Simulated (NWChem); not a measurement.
# AlSiNH5Br (SMILES [AlH2][NH][SiH2]Br): levels of theory compared

Wanted: a comparison of 5 runs (HF/STO-3G, HF/3-21G, B3LYP/6-31G*, PBE0/6-31G**) of AlSiNH5Br. 

Program for the calculation: NWChem 7.3.0.

### Step 1. The system as given

AlSiNH5Br: 9 atoms, total charge 0, spin state singlet. SMILES: `[AlH2][NH][SiH2]Br`. The shape is that of a PBE0-D4/def2-TZVP optimisation. This is one conformer, not always the lowest.

Bond lengths: Al1–N2 1.791 Å, N2–Si3 1.708 Å, Si3–Br4 2.236 Å, Al1–H5 1.578 Å, Al1–H6 1.581 Å, N2–H7 1.013 Å, Si3–H8 1.481 Å, Si3–H9 1.479 Å. Some angles: Al1–N2–Si3 128.4°, N2–Si3–Br4 112.4°, Al1–N2–H7 116.7°, Si3–N2–H7 114.7°, N2–Al1–H5 117.3°, N2–Al1–H6 117.2°, N2–Si3–H8 112.2°, N2–Si3–H9 108.3°, Br4–Si3–H8 104.9°, Br4–Si3–H9 106.9°.

### Step 2. Energy and forces at HF/STO-3G (run 1)

albrh5nsi.nw reads:

```
start albrh5nsi
memory stack 880 mb heap 220 mb global 1100 mb

geometry noautosym nocenter noautoz
Al    -0.242800     1.795000    -0.064200
N     -0.062800     0.156300     0.634500
Si     0.026500    -1.341800    -0.181300
Br     2.116400    -2.130900    -0.284700
H     -0.422200     1.899400    -1.628900
H     -0.229800     3.015400     0.940200
H      0.077800     0.101800     1.635900
H     -0.747900    -2.400800     0.506000
H     -0.426600    -1.140700    -1.574700
end

basis spherical bse
* library STO-3G
end

scf
thresh 1e-08
maxiter 80
print low
end

task scf gradient
```

Started as:

```console
$ nwchem albrh5nsi.nw > albrh5nsi.out
```

Output:

```text
[...]
  functions       =    46
[...]
  wavefunction    = RHF
[...]
         Total SCF energy =  -3126.033719715477
      One-electron energy =  -5098.466649453948
      Two-electron energy =   1609.520212481382
 Nuclear repulsion energy =    362.912717257090
        Time for solution =      5.0s
[...]
                         RHF ENERGY GRADIENTS
    atom               coordinates                        gradient
                 x          y          z           x          y          z
   1 Al     -0.458825   3.392058  -0.121320    0.000949  -0.009764   0.001260
   2 N      -0.118675   0.295364   1.199031    0.004506  -0.031162   0.022103
   3 Si      0.050078  -2.535634  -0.342607    0.015090   0.017507   0.009843
   4 Br      3.999416  -4.026817  -0.538005    0.005709  -0.002868   0.000211
   5 H      -0.797842   3.589346  -3.078175   -0.005254   0.002921  -0.046016
   6 H      -0.434259   5.698280   1.776720    0.000495   0.035683   0.030322
   7 H       0.147021   0.192374   3.091403   -0.000613   0.002019  -0.005333
   8 H      -1.413326  -4.536854   0.956201   -0.013373  -0.020393   0.015033
   9 H      -0.806157  -2.155610  -2.975752   -0.007508   0.006057  -0.027421
 Task  times  cpu:        8.1s     wall:        8.1s
[...]
```

It took 9 s on 1 thread of AMD EPYC 7R43 (Zen 3), shared host; peak memory 0.092 GiB.

### Step 3. Energy and forces at HF/3-21G (run 2)

a.xyz reads:

```xyz
9
AlBrH5NSi gradient
Al    -0.242800     1.795000    -0.064200
N     -0.062800     0.156300     0.634500
Si     0.026500    -1.341800    -0.181300
Br     2.116400    -2.130900    -0.284700
H     -0.422200     1.899400    -1.628900
H     -0.229800     3.015400     0.940200
H      0.077800     0.101800     1.635900
H     -0.747900    -2.400800     0.506000
H     -0.426600    -1.140700    -1.574700
```

run.py reads:

```python
from ase.io import read
from ase.calculators.nwchem import NWChem

molecule = read('a.xyz')

calc = NWChem(
    label='a',
    theory='scf',
    memory='2200 mb',
    basis='3-21G',
    basispar='spherical bse',
    scf={'nopen': '0', 'rhf': None, 'thresh': '1e-08', 'maxiter': '80'},
)
molecule.calc = calc

forces = molecule.get_forces()
e = molecule.get_potential_energy()
print(f"E = {e:.6f} eV")
print("forces (eV/A):")
for s, f in zip(molecule.symbols, forces):
    print(f"{s:2s} {f[0]:10.5f} {f[1]:10.5f} {f[2]:10.5f}")
print("dipole (e A):", molecule.get_dipole_moment().round(4))
```

Started as:

```console
$ export ASE_NWCHEM_COMMAND="nwchem PREFIX.nwi > PREFIX.nwo"
$ python run.py
```

Output:

```text
E = -85584.444402 eV
forces (eV/A):
Al   -0.01784   -0.00710    0.11853
N     0.06793    0.67610    0.55382
Si   -1.51510   -0.30514   -0.30144
Br    1.64602   -0.62606   -0.12480
H    -0.02576    0.03548   -0.20713
H     0.00159    0.17915    0.10598
H    -0.09539    0.06921   -0.13483
H    -0.04268    0.03306   -0.07621
H    -0.01887   -0.05476    0.06603
dipole (e A): [-0.4476  0.3053  0.2269]
```

The calculator wrote a.nwi:

```
title "a"

permanent_dir a

scratch_dir a

start a

geometry units angstrom nocenter noautosym noautoz
  Al -2.4279999999999999e-01 1.7949999999999999e+00 -6.4199999999999993e-02
  N  -6.2799999999999995e-02 1.5629999999999999e-01 6.3449999999999995e-01
  Si 2.6499999999999999e-02 -1.3418000000000001e+00 -1.8129999999999999e-01
  Br 2.1164000000000001e+00 -2.1309000000000000e+00 -2.8470000000000001e-01
  H  -4.2220000000000002e-01 1.8994000000000000e+00 -1.6289000000000000e+00
  H  -2.2980000000000000e-01 3.0154000000000001e+00 9.4020000000000004e-01
  H  7.7799999999999994e-02 1.0180000000000000e-01 1.6358999999999999e+00
  H  -7.4790000000000001e-01 -2.4007999999999998e+00 5.0600000000000001e-01
  H  -4.2659999999999998e-01 -1.1407000000000000e+00 -1.5747000000000000e+00
end

memory 2200 mb

basis spherical bse noprint
   * library 3-21G
end

scf
  nopen 0
  rhf
  thresh 1e-08
  maxiter 80
end

task scf gradient
```

a.nwo:

```text
Northwest Computational Chemistry Package (NWChem) 7.3.0
             --------------------------------------------------------

           Job information
           ---------------

    nwchem branch   = 7.3.0
    use scalapack   = T
    input           = a.nwi
    prefix          = a.
    data base       = a/a.db
    status          = startup
    nproc           =        1

           Memory information
           ------------------

    heap     =     72089594 doubles =      550.0 Mbytes
    stack    =     72089599 doubles =      550.0 Mbytes
    global   =    144179200 doubles =     1100.0 Mbytes (distinct from heap & stack)
    total    =    288358393 doubles =     2200.0 Mbytes
    verify   = yes
    hardfail = no

           Directory information
           ---------------------

  0 permanent = a
  0 scratch   = a

                                NWChem Input Module
                                -------------------

                                         a
                                         -

[... 126 lines left out ...]
 Convergence threshold     :          1.000E-08
[... 12 lines left out ...]
       Final RHF  results
[... 3 lines left out ...]
      One-electron energy =  -5106.475982359299
[... 1 line left out ...]
 Nuclear repulsion energy =    362.912717257089
[... 55 lines left out ...]
                       ROHF Final Molecular Orbital Analysis
[... 240 lines left out ...]
     1   1 0 0     -0.845766      0.000000    130.580633
[... 8 lines of this table left out ...]
     2   0 0 2    -40.809885      0.000000     53.987200

                              NWChem Gradients Module
                              -----------------------

                                         a

  wavefunction    =   RHF

                         RHF ENERGY GRADIENTS

    atom               coordinates                        gradient
                 x          y          z           x          y          z
   1 Al     -0.458825   3.392058  -0.121320    0.000347   0.000138  -0.002305
   2 N      -0.118675   0.295364   1.199031   -0.001321  -0.013148  -0.010770
   3 Si      0.050078  -2.535634  -0.342607    0.029464   0.005934   0.005862
[... 5 lines of this table left out ...]
   9 H      -0.806157  -2.155610  -2.975752    0.000367   0.001065  -0.001284

                 ----------------------------------------
                 |  Time  |  1-e(secs)   |  2-e(secs)   |
                 ----------------------------------------
                 |  CPU   |       0.01   |       3.53   |
                 ----------------------------------------
                 |  WALL  |       0.01   |       3.53   |
                 ----------------------------------------

 Task  times  cpu:        9.5s     wall:        9.5s
 Total times  cpu:        9.6s     wall:        9.6s
```

Run time: 11 s. Hardware: 1 thread of AMD EPYC 7R43 (Zen 3), shared host; peak memory 0.092 GiB.

Runs 3 to 4 aren't shown in full; the table further down has their settings and results.

### Step 4. Energy and forces at PBE0/6-31G(d,p) (spherical functions) (run 5)

albrh5nsi.xyz reads:

```xyz
9
AlBrH5NSi PBE0
Al    -0.242800     1.795000    -0.064200
N     -0.062800     0.156300     0.634500
Si     0.026500    -1.341800    -0.181300
Br     2.116400    -2.130900    -0.284700
H     -0.422200     1.899400    -1.628900
H     -0.229800     3.015400     0.940200
H      0.077800     0.101800     1.635900
H     -0.747900    -2.400800     0.506000
H     -0.426600    -1.140700    -1.574700
```

albrh5nsi.nw reads:

```
start albrh5nsi
title "AlBrH5NSi PBE0"
memory total 2200 mb

geometry noautosym nocenter noautoz
   load albrh5nsi.xyz
end

basis spherical bse
   * library 6-31G**
end

dft
   xc pbe0
   grid fine
   convergence energy 1e-08
   maxiter 100
   mulliken
end

task dft gradient
```

Started as:

```console
$ nwchem albrh5nsi.nw > albrh5nsi.out
```

Output:

```text
[...]
          Wavefunction type:  closed shell.
          No. of atoms     :     9
          No. of electrons :    74
[...]
          Charge           :     0
          Spin multiplicity:     1
[...]
          AO basis - number of functions:   107
[...]
              XC Information
              --------------
                         PBE0 Method XC Functional
                     Hartree-Fock (Exact) Exchange  0.250
          PerdewBurkeErnzerhof Exchange Functional  0.750
            Perdew 1991 LDA Correlation Functional  1.000 local
           PerdewBurkeErnz. Correlation Functional  1.000 non-local
[...]
 d= 0,ls=0.0,diis     1  -3162.9199129015 -3.53D+03  9.42D-03  5.28D-01     5.6
[...]
 d= 0,ls=0.0,diis     8  -3162.9844269273 -2.14D-09  2.26D-06  8.34D-08    33.6
         Total DFT energy =    -3162.984426927303
      One electron energy =    -5122.030104264583
           Coulomb energy =     1735.306981152204
    Exchange-Corr. energy =     -139.174021072013
 Nuclear repulsion energy =      362.912717257090
[...]
      Total Density - Mulliken Population Analysis
     ---------------------------------------------
    Atom       Charge   Shell Charges
 -----------   ------   -------------------------------------------------------
    1 Al  13    12.50   2.00  2.00  5.97  0.81  1.17  0.18  0.20  0.17
    2 N    7     7.78   2.00  0.76  2.48  0.82  1.71  0.01
    3 Si  14    13.36   2.00  2.00  5.96  0.97  1.79  0.15  0.25  0.25
    4 Br  35    35.29   2.00  2.00  6.00  2.00  5.99  1.61  3.87  0.35  1.45  6.95  2.92  0.16
    5 H    1     1.10   0.48  0.62  0.00
    6 H    1     1.11   0.48  0.63  0.00
    7 H    1     0.70   0.50  0.17  0.03
    8 H    1     1.08   0.50  0.57  0.01
    9 H    1     1.08   0.50  0.57  0.01
[...]
  wavefunction    = closed shell
                         DFT ENERGY GRADIENTS
    atom               coordinates                        gradient
                 x          y          z           x          y          z
   1 Al     -0.458825   3.392058  -0.121320    0.000445  -0.004548   0.002315
   2 N      -0.118675   0.295364   1.199031    0.000264  -0.000381  -0.003998
   3 Si      0.050078  -2.535634  -0.342607    0.000551   0.004261   0.002965
   4 Br      3.999416  -4.026817  -0.538005   -0.002488   0.001243   0.000304
   5 H      -0.797842   3.589346  -3.078175    0.000223   0.000019   0.001522
   6 H      -0.434259   5.698280   1.776720    0.000002  -0.001052  -0.001177
   7 H       0.147021   0.192374   3.091403   -0.000133  -0.000132  -0.002199
   8 H      -1.413326  -4.536854   0.956201    0.000749   0.000809  -0.000576
   9 H      -0.806157  -2.155610  -2.975752    0.000387  -0.000217   0.000844
[...]
```

Wall time 62 s (1 thread of AMD EPYC 7R43 (Zen 3), shared host); peak memory 0.12 GiB.

### Step 5. The series

| run | level | Cartesian functions | iteration cap | energy (Eh) | largest force (eV/Å) | wall time |
| --- | --- | --- | --- | --- | --- | --- |
| 1 | HF/STO-3G | no | 80 | -3126.033720 | 2.408 | 9 s |
| 2 | HF/3-21G | no | 80 | -3145.170346 | 1.765 | 11 s |
| 3 | B3LYP/6-31G* (Cartesian functions) | yes | 100 | -3163.663830 | 0.472 | 53 s |
| 4 | B3LYP/6-31G* (spherical functions) | no | 100 | -3163.650862 | 0.482 | 50 s |
| 5 | PBE0/6-31G** (spherical functions) | no | 100 | -3162.984427 | 0.268 | 62 s |

### Step 6. Summary of results

| quantity | value |
| --- | --- |
| run 5: total energy | -3162.98443 Eh |
| run 5: dipole moment | 2.32 D |
| run 5: HOMO energy | -8.02 eV |
| run 5: LUMO energy | -1.15 eV |
| run 5: HOMO–LUMO gap | 6.87 eV |
| run 5: largest force on an atom | 0.268 eV/Å |

Over runs 2, 4, 5 the dipole moment (its size) runs from 2.26 D (B3LYP/6-31G*) to 2.82 D (HF/3-21G). The two ends differ in method and basis. Over runs 2, 4, 5 the HOMO–LUMO gap runs from 6.40 eV (B3LYP/6-31G*) to 12.34 eV (HF/3-21G). Totals of different functionals can't be ranked against each other. In run 1 the basis is minimal, so the values are rough. All runs together took 3.1 min, the longest 62 s.
